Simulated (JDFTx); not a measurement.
# NSiClBrH3 in JDFTx: single point with PBEsol

Aim: the single point of NSiClBrH3 with PBEsol.

Everything below comes from runs of JDFTx 1.7.0 (patched build). Logs are shortened: lines on timing, memory, paths and dates and some standing lists are left out, and cuts for length are marked. The log counts tension as positive stress, the text compression.

## 1. The structure

The cell holds a molecule in a box, 7 atoms: a = 12.000 Å, b = 13.000 Å, c = 13.000 Å, α = 90.00°, β = 90.00°, γ = 90.00°.

## 2. Single point, PBEsol

The input, SiH3BrNCl.in:

```
include SiH3BrNCl.lattice
coords-type Lattice
include SiH3BrNCl.ionpos

ion-species pseudo/N.upf
ion-species pseudo/Si.upf
ion-species pseudo/Cl.upf
ion-species pseudo/Br.upf
ion-species pseudo/H.upf
elec-cutoff 42
elec-ex-corr gga-PBEsol
kpoint-folding 1 1 1
elec-n-bands 13
electronic-minimize nIterations 100 energyDiffThreshold 1e-07
coulomb-interaction Isolated
coulomb-truncation-embed 0.501083 0.501615 0.502615
core-overlap-check none
forces-output-coords Cartesian

dump-name run.$VAR
dump End Ecomponents EigStats BandEigs Kpoints Forces Dipole
```

The input, SiH3BrNCl.lattice:

```
lattice \
   22.6767134955     0.0000000000     0.0000000000 \
    0.0000000000    24.5664396201     0.0000000000 \
    0.0000000000     0.0000000000    24.5664396201
```

The input, SiH3BrNCl.ionpos:

```
ion N      0.4680791700     0.5790692300     0.5091000000 1
ion Si     0.4991208300     0.4535461500     0.4894384600 1
ion Cl     0.4839541700     0.3796076900     0.6272000000 1
ion Br     0.3889291700     0.3724846200     0.3780307700 1
ion H      0.4013375000     0.5987692300     0.5518384600 1
ion H      0.4827625000     0.6307461500     0.4528923100 1
ion H      0.6132375000     0.4437230800     0.4489000000 1
```

Potentials or basis: PseudoDojo-SR-PBEsol-0.4.1-standard with smoothed tails.

On the command line:

```
jdftx -c 1 -i SiH3BrNCl.in -o SiH3BrNCl.out
```

Output:

```text
*************** JDFTx 1.7.0 (patched build) ***************

Input parsed successfully to the following command list (including defaults):
[... the input with its defaults ...]

---------- Setting up symmetries ----------

Found 16 point-group symmetries of the bravais lattice
Found 1 space-group symmetries with basis
Applied RMS atom displacement 0 bohrs to make symmetries exact.

---------- Initializing the Grid ----------
R =
[      22.6767            0            0  ]
[            0      24.5664            0  ]
[            0            0      24.5664  ]
unit cell volume = 13685.6
G =
[   0.277077          0          0  ]
[          0   0.255763          0  ]
[          0          0   0.255763  ]
Minimum fftbox size, Smin = [  136  144  144  ]
Chosen fftbox size, S = [  140  144  144  ]

---------- Exchange Correlation functional ----------
Initalized PBEsol GGA exchange.
Initalized PBEsol GGA correlation.

---------- Setting up pseudopotentials ----------
Width of ionic core gaussian charges (only for fluid interactions / plotting) set to 0

Reading pseudopotential file 'pseudo/N.upf':
  'N' pseudopotential, 'PBESOL' functional
  Generated using ONCVPSP code by D. R. Hamann
  5 valence electrons, 2 orbitals, 4 projectors, 1001 radial grid points, with lMax = 1
    2S    l: 0   occupation:  2.0   eigenvalue: -0.678237
    2P    l: 1   occupation:  3.0   eigenvalue: -0.258576
  Core radius for overlap checks: 1.31 bohrs.

Reading pseudopotential file 'pseudo/Si.upf':
  'Si' pseudopotential, 'PBESOL' functional
  Generated using ONCVPSP code by D. R. Hamann
  4 valence electrons, 2 orbitals, 6 projectors, 1001 radial grid points, with lMax = 2
    3S    l: 0   occupation:  2.0   eigenvalue: -0.395742
    3P    l: 1   occupation:  2.0   eigenvalue: -0.149099
  Core radius for overlap checks: 1.86 bohrs.

Reading pseudopotential file 'pseudo/Cl.upf':
  'Cl' pseudopotential, 'PBESOL' functional
  Generated using ONCVPSP code by D. R. Hamann
  7 valence electrons, 2 orbitals, 6 projectors, 1001 radial grid points, with lMax = 2
    3S    l: 0   occupation:  2.0   eigenvalue: -0.757712
    3P    l: 1   occupation:  5.0   eigenvalue: -0.314633
  Core radius for overlap checks: 1.71 bohrs.

Reading pseudopotential file 'pseudo/Br.upf':
  'Br' pseudopotential, 'PBESOL' functional
  Generated using ONCVPSP code by D. R. Hamann
  7 valence electrons, 2 orbitals, 6 projectors, 1001 radial grid points, with lMax = 2
    4S    l: 0   occupation:  2.0   eigenvalue: -0.739906
    4P    l: 1   occupation:  5.0   eigenvalue: -0.288675
  Core radius for overlap checks: 1.88 bohrs.

Reading pseudopotential file 'pseudo/H.upf':
  'H' pseudopotential, 'PBESOL' functional
  Generated using ONCVPSP code by D. R. Hamann
  1 valence electrons, 1 orbitals, 3 projectors, 1001 radial grid points, with lMax = 1
    1S    l: 0   occupation:  1.0   eigenvalue: -0.232696
  Core radius for overlap checks: 0.96 bohrs.

Initialized 5 species with 7 total atoms.

Folded 1 k-points by 1x1x1 to 1 k-points.

---------- Setting up k-points, bands, fillings ----------
No reducable k-points.
Computing the number of bands and number of electrons
Calculating initial fillings.
nElectrons:  26.000000   nBands: 13   nStates: 1

----- Setting up reduced wavefunction bases (one per k-point) -----
average nbasis = 177915.000 , ideal nbasis = 177923.161

---------- Setting up coulomb interaction ----------
Setting up double-sized grid for truncated Coulomb potentials:
R =
[      45.3534            0            0  ]
[            0      49.1329            0  ]
[            0            0      49.1329  ]
unit cell volume = 109485
G =
[   0.138538          0          0  ]
[          0   0.127881          0  ]
[          0          0   0.127881  ]
Chosen fftbox size, S = [  280  288  288  ]
Integer grid location selected as the embedding center:
   Grid: [  70  72  72  ]
   Lattice: [  0.501083  0.501615  0.502615  ]
   Cartesian: [  11.3629  12.3229  12.3475  ]
Constructing Wigner-Seitz cell: 6 faces (6 quadrilaterals, 0 hexagons)
Range-separation parameter for embedded mesh potentials due to point charges: 0.521075 bohrs.
Constructing Wigner-Seitz cell: 6 faces (6 quadrilaterals, 0 hexagons)
Gaussian width for range separation: 2.38943 bohrs.
FFT grid for long-range part: [ 280 288 288 ].
Planning fourier transform ... Done.
Computing truncated long-range part in real space ... Done.
Adding short-range part in reciprocal space ... Done.

---------- Allocating electronic variables ----------
Initializing wave functions:  linear combination of atomic orbitals
N pseudo-atom occupations:   s ( 2 )  p ( 3 )
Si pseudo-atom occupations:   s ( 2 )  p ( 2 )
Cl pseudo-atom occupations:   s ( 2 )  p ( 5 )
Br pseudo-atom occupations:   s ( 2 )  p ( 5 )
H pseudo-atom occupations:   s ( 1 )
	FillingsUpdate:  mu: -0.124967487  nElectrons: 26.000000
LCAOMinimize: Iter:   0  Etot: -43.8432579750781670  |grad|_K:  3.615e-02  alpha:  1.000e+00
	FillingsUpdate:  mu: -0.120167497  nElectrons: 26.000000
LCAOMinimize: Iter:   1  Etot: -43.9519731575179122  |grad|_K:  1.605e-02  alpha:  2.750e-01  linmin: -4.936e-01  cgtest:  9.080e-01
LCAOMinimize: Encountered beta<0, resetting CG.
	FillingsUpdate:  mu: -0.100000000  nElectrons: 26.000000
LCAOMinimize: Iter:   2  Etot: -43.9759623307848813  |grad|_K:  4.190e-03  alpha:  4.933e-01  linmin:  2.110e-01  cgtest: -3.800e-01
	FillingsUpdate:  mu: -0.100000000  nElectrons: 26.000000
LCAOMinimize: Iter:   3  Etot: -43.9769040665917856  |grad|_K:  2.160e-03  alpha:  3.837e-01  linmin:  4.739e-03  cgtest:  6.365e-01
LCAOMinimize: Encountered beta<0, resetting CG.
LCAOMinimize: None of the convergence criteria satisfied after 3 iterations.

-------- Electronic minimization -----------
ElecMinimize: Iter:   0  Etot: -43.976904066591793  |grad|_K:  3.955e-04  alpha:  1.000e+00
ElecMinimize: Iter:   1  Etot: -44.277022421456124  |grad|_K:  1.875e-04  alpha:  8.294e-01  linmin: -2.135e-04
ElecMinimize: Iter:   2  Etot: -44.327381447832479  |grad|_K:  1.080e-04  alpha:  6.193e-01  linmin: -4.373e-04
ElecMinimize: Iter:   3  Etot: -44.350712436860263  |grad|_K:  5.318e-05  alpha:  8.639e-01  linmin: -2.258e-03
ElecMinimize: Iter:   4  Etot: -44.355939483425416  |grad|_K:  3.150e-05  alpha:  7.977e-01  linmin: -1.355e-04
ElecMinimize: Iter:   5  Etot: -44.357490369947300  |grad|_K:  1.440e-05  alpha:  6.758e-01  linmin: -1.328e-04
ElecMinimize: Iter:   6  Etot: -44.357863476323757  |grad|_K:  9.524e-06  alpha:  7.775e-01  linmin:  9.789e-05
ElecMinimize: Iter:   7  Etot: -44.357997972273900  |grad|_K:  4.741e-06  alpha:  6.411e-01  linmin:  3.955e-05
ElecMinimize: Iter:   8  Etot: -44.358041868117496  |grad|_K:  2.552e-06  alpha:  8.445e-01  linmin: -2.503e-05
ElecMinimize: Iter:   9  Etot: -44.358052994486869  |grad|_K:  1.517e-06  alpha:  7.385e-01  linmin: -1.113e-05
ElecMinimize: Iter:  10  Etot: -44.358057393946119  |grad|_K:  8.549e-07  alpha:  8.262e-01  linmin:  2.479e-06
ElecMinimize: Iter:  11  Etot: -44.358058732373998  |grad|_K:  4.975e-07  alpha:  7.918e-01  linmin:  6.114e-07
ElecMinimize: Iter:  12  Etot: -44.358059188944040  |grad|_K:  2.962e-07  alpha:  7.977e-01  linmin:  1.968e-05
ElecMinimize: Iter:  13  Etot: -44.358059350132649  |grad|_K:  1.797e-07  alpha:  7.944e-01  linmin:  7.638e-06
ElecMinimize: Iter:  14  Etot: -44.358059409631885  |grad|_K:  1.044e-07  alpha:  7.966e-01  linmin: -3.788e-05
ElecMinimize: Iter:  15  Etot: -44.358059430503133  |grad|_K:  6.184e-08  alpha:  8.282e-01  linmin:  2.008e-05
ElecMinimize: Converged (|Delta Etot|<1.000000e-07 for 2 iters).
Setting wave functions to eigenvectors of Hamiltonian

# Ionic positions in lattice coordinates:
ion N   0.468079170000000   0.579069230000000   0.509100000000000 1
ion Si   0.499120830000000   0.453546150000000   0.489438460000000 1
ion Cl   0.483954170000000   0.379607690000000   0.627200000000000 1
ion Br   0.388929170000000   0.372484620000000   0.378030770000000 1
ion H   0.401337500000000   0.598769230000000   0.551838460000000 1
ion H   0.482762500000000   0.630746150000000   0.452892310000000 1
ion H   0.613237500000000   0.443723080000000   0.448900000000000 1

# Forces in Cartesian coordinates:
force N   0.003362159444700  -0.004265921495126   0.001369753035658 1
force Si  -0.002848782648616  -0.001473603513425  -0.000170847814566 1
force Cl  -0.000208491543139  -0.000467378447563   0.001126192137154 1
force Br  -0.000183770093553  -0.000353487037850  -0.000138239528190 1
force H  -0.005585391612647   0.001899316900899   0.004353310737331 1
force H   0.001604455861434   0.004966160743297  -0.005109392888677 1
force H   0.003856268729876  -0.000273455880712  -0.001423949793336 1

# Energy components:
   Eewald =       56.1940353351894899
       EH =       91.9062040492832608
     Eloc =     -205.5456765422071896
      Enl =        3.6351218821074478
      Exc =      -15.1988610309774899
 Exc_core =        4.1537916504016188
       KE =       20.4973252256997291
-------------------------------------
     Etot =      -44.3580594305031326

IonicMinimize: Iter:   0  Etot: -44.358059430503133  |grad|_K:  2.824e-03
IonicMinimize: None of the convergence criteria satisfied after 0 iterations.

#--- Lowdin population analysis ---
# oxidation-state N -0.884
# oxidation-state Si +1.060
# oxidation-state Cl -0.222
# oxidation-state Br -0.212
# oxidation-state H +0.351 +0.353 -0.086

Dumping 'run.eigStats' ...
	eMin: -0.805236 at state 0 ( [ +0.000000 +0.000000 +0.000000 ] spin 0 )
	HOMO: -0.246794 at state 0 ( [ +0.000000 +0.000000 +0.000000 ] spin 0 )
	mu  : unavailable
	LUMO: unavailable
	eMax: -0.246794 at state 0 ( [ +0.000000 +0.000000 +0.000000 ] spin 0 )
	HOMO-LUMO gap: unavailable
	Optical gap  : unavailable
Done!
[note: without smearing the FillingsUpdate lines are those of the first guess, not of the final state]
```

Wall time 3.1 min (1 thread of Arm Neoverse V2, shared host); peak memory 1.3 GiB.

Results:

```
Free energy     : -1207.0443 eV
Loewdin charges : N -0.88; Si +1.06; Cl -0.22; Br -0.21; H +0.35, -0.09 e
```

Caveat: the atomic charges don't sum to the cell's charge.
